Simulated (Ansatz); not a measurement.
Write a Python script for Ansatz 0.2.0, Python API that makes an atomisation energy of H4NOSbSi, SMILES N[SiH]1[O][SbH]1. Level of theory (for the species named): Hartree-Fock, def2-SVP basis, multiplicity 1.

```xyz
8

N    -0.5842    1.2312   -0.1975
Si    0.8124    0.2280   -0.1083
O     0.7779   -0.6280    1.3634
Sb    0.4043   -2.1866    0.1527
H    -1.4638    0.6474   -0.1272
H    -0.6584    1.6738   -1.1823
H     2.1558    0.8566   -0.3258
H    -1.3517   -1.8795    0.3691
```

`h4nosbsi_tae.py`
```python
from collections import Counter

import ansatz as az
from ase import Atoms


def total_energy(molecule, charge=0, unpaired=0):
    calc = molecule.calculation().basis(gaussian="def2-SVP").functional("HF")
    if charge:
        calc = calc.charge(charge)
    if unpaired:
        calc = calc.spin("collinear", total=unpaired)
    return calc.run(threads=1, pin="off").report["free_energy_ev"]

atoms = Atoms(["N", "Si", "O", "Sb", "H", "H", "H", "H"], positions=[
    (-0.5842, 1.2312, -0.1975),
    (0.8124, 0.228, -0.1083),
    (0.7779, -0.628, 1.3634),
    (0.4043, -2.1866, 0.1527),
    (-1.4638, 0.6474, -0.1272),
    (-0.6584, 1.6738, -1.1823),
    (2.1558, 0.8566, -0.3258),
    (-1.3517, -1.8795, 0.3691),
])
molecule = az.Crystal.molecule_from_ase(atoms)

unpaired = {"N": 3, "Si": 2, "O": 2, "Sb": 3, "H": 1}
counts = Counter(site.symbol for site in molecule.cartesian_sites)
atom_energy = {s: total_energy(az.Crystal.molecule().atom(s, (0, 0, 0)), 0, unpaired[s]) for s in counts}
whole = total_energy(molecule, 0, 0)
for s, e in atom_energy.items():
    print(f"{s:2s} x{counts[s]}  {e:14.5f} eV")
print(f"H4NOSbSi: {whole:.5f} eV")
split = sum(counts[s] * e for s, e in atom_energy.items()) - whole
print(f"atomisation energy (no zero-point term): {split:.3f} eV, {split / sum(counts.values()):.3f} eV an atom")
```

Running `python h4nosbsi_tae.py` prints:
```text
N  x1     -1478.57238 eV
Si x1     -7857.37291 eV
O  x1     -2033.23753 eV
Sb x1     -6510.95945 eV
H  x4       -13.58606 eV
H4NOSbSi: -17949.46374 eV
atomisation energy (no zero-point term): 14.977 eV, 1.872 eV an atom
```

14.977 eV from the electronic energies, without the zero-point term.

Caveats:
- The settings weren't tested for convergence.
- The geometry is a force-field or estimated start, not a minimum of this method, and the basis set is short of its limit. All parts are taken at fixed geometry, without zero-point energy.
- def2 sets replace the cores of elements past krypton by effective core potentials.
- Hartree-Fock leaves correlation out, so bond, atomisation and ionisation energies come out well too low.
- The spin-orbit lowering of heavy atoms is left out.
- Hardware and time: 1.9 s on 1 thread of Intel(R) Xeon(R) Processor @ 2.30GHz (shared host), peak memory 0.28 GiB.
